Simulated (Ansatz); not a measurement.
# CH2AlNO: up Jacob's ladder to CCSD(T)

How much do the methods differ for CH2AlNO? The plan is to run it at one geometry with functionals of several rungs and with coupled cluster, and see how far each lands from CCSD(T) at the basis-set limit for the atomisation energy.

Computed with Ansatz 0.2.0, Gaussian basis. Level: functionals in def2-TZVPP, the program's frozen cores in correlated methods.

Plan: LDA (SPW92), PBE-D4, revPBE-D4, BLYP-D4, r2SCAN-D4, B97M-V, PBE0-D4, B3LYP-D4, r2SCANh-D4, r2SCAN0-D4, HSE06-D4, BHLYP-D4, CAM-B3LYP-D4, LC-ωPBE, ωB97X-V, ωB97M-V, B2PLYP, PBE-QIDH; CCSD(T)/def2-SVP; CCSD(T)/def2-TZVPP; MP2/def2-QZVPP; extrapolation to the limit; RPA on PBE.

## (1) The relaxed structure

An earlier PBE0-D4 in a triple-zeta def2 set relaxation fixed the geometry.

SMILES `O=C=[N][AlH2]`, 6 atoms, charge 0, spin multiplicity 1.

Atoms are counted from 1 here; the program's logs count them from 0.

Bond lengths: O1–C2 1.166 Å, C2–N3 1.196 Å, N3–Al4 1.770 Å, Al4–H5 1.575 Å, Al4–H6 1.575 Å. Angles: O1–C2–N3 180.0°, C2–N3–Al4 179.7°, N3–Al4–H5 117.5°, N3–Al4–H6 117.5°, H5–Al4–H6 125.0°.

## (2) LDA

This LDA is Slater exchange with PW92 correlation.

in.yaml reads:

```yaml
crystal:
  periodic: [false, false, false]
  atoms:
    - {symbol: O, position_ang: [1.702251, -2.146667, 0.966292]}
    - {symbol: C, position_ang: [1.019684, -1.287664, 0.572523]}
    - {symbol: N, position_ang: [0.319596, -0.406854, 0.168291]}
    - {symbol: Al, position_ang: [-0.716086, 0.900750, -0.422488]}
    - {symbol: H, position_ang: [-1.263762, 0.785836, -1.894827]}
    - {symbol: H, position_ang: [-1.019683, 2.090499, 0.564109]}
basis:
  gaussian: {orbitals: def2-TZVPP}
hamiltonian: {xc: lda}
output: {orbitals: {seedname: orbitals}}
```

The runs that follow: PBE-D4 (GGA); revPBE-D4 (GGA); BLYP-D4 (GGA); r2SCAN-D4 (meta-GGA); B97M-V (meta-GGA); PBE0-D4 (hybrid); B3LYP-D4 (hybrid); r2SCANh-D4 (hybrid); r2SCAN0-D4 (hybrid); HSE06-D4 (hybrid); BHLYP-D4 (hybrid); CAM-B3LYP-D4 (range-separated); LC-ωPBE-D4 (range-separated); ωB97X-V (range-separated); ωB97M-V (range-separated); B2PLYP (double hybrid); PBE-QIDH (double hybrid); CCSD(T) in def2-SVP; CCSD(T) in def2-TZVPP; MP2 in def2-QZVPP; RPA on PBE orbitals.

Q: Predict the results of all the runs planned. Wanted: atomisation energy, CCSD(T)/CBS; farthest beyond LDA; mean size of error, GGA; mean size of error, meta-GGA; mean size of error, hybrid; mean size of error, range-separated; mean size of error, double hybrid; gap, smallest and largest; T1 diagnostic.

As calculated:

```
                               quantity                                      value
        atomisation energy, CCSD(T)/CBS                              2382.0 kJ/mol
 functionals within 11.9 kJ/mol (0.5 %)                PBE0-D4, r2SCANh-D4, B2PLYP
                    farthest beyond LDA                     PBE-D4 (+105.4 kJ/mol)
                mean size of error, GGA                                64.4 kJ/mol
           mean size of error, meta-GGA                                39.1 kJ/mol
             mean size of error, hybrid                                34.7 kJ/mol
    mean size of error, range-separated                                22.5 kJ/mol
      mean size of error, double hybrid                                10.8 kJ/mol
              gap, smallest and largest  4.40 eV (LDA (SPW92)), 11.33 eV (LC-ωPBE)
                          T1 diagnostic                                     0.0160
triples share of the correlation energy                                      4.5 %
```

The LDA atomisation energy is off by 412.2 kJ/mol (17 %): it overbinds. PBE-D4 is off by +105.4 kJ/mol. Double hybrids carry the basis error of their MP2 part in triple zeta, and no dispersion term here, so their miss is partly the set-up's. Taken by rung, double hybrid functionals do best (10.8 kJ/mol on average) and GGA ones worst beyond LDA (64.4 kJ/mol). Misses under about 11.9 kJ/mol are within the doubt on the reference itself, which lacks core-valence correlation, relativity and higher excitations. Hartree-Fock recovers 67 % of the binding; the rest is correlation. CCSD(T) in def2-SVP is off by -133.8 kJ/mol, so the small basis spoils what the method gains. The gap grows from 4.4 to 11.3 eV across the functionals, mostly with the share of exact exchange.
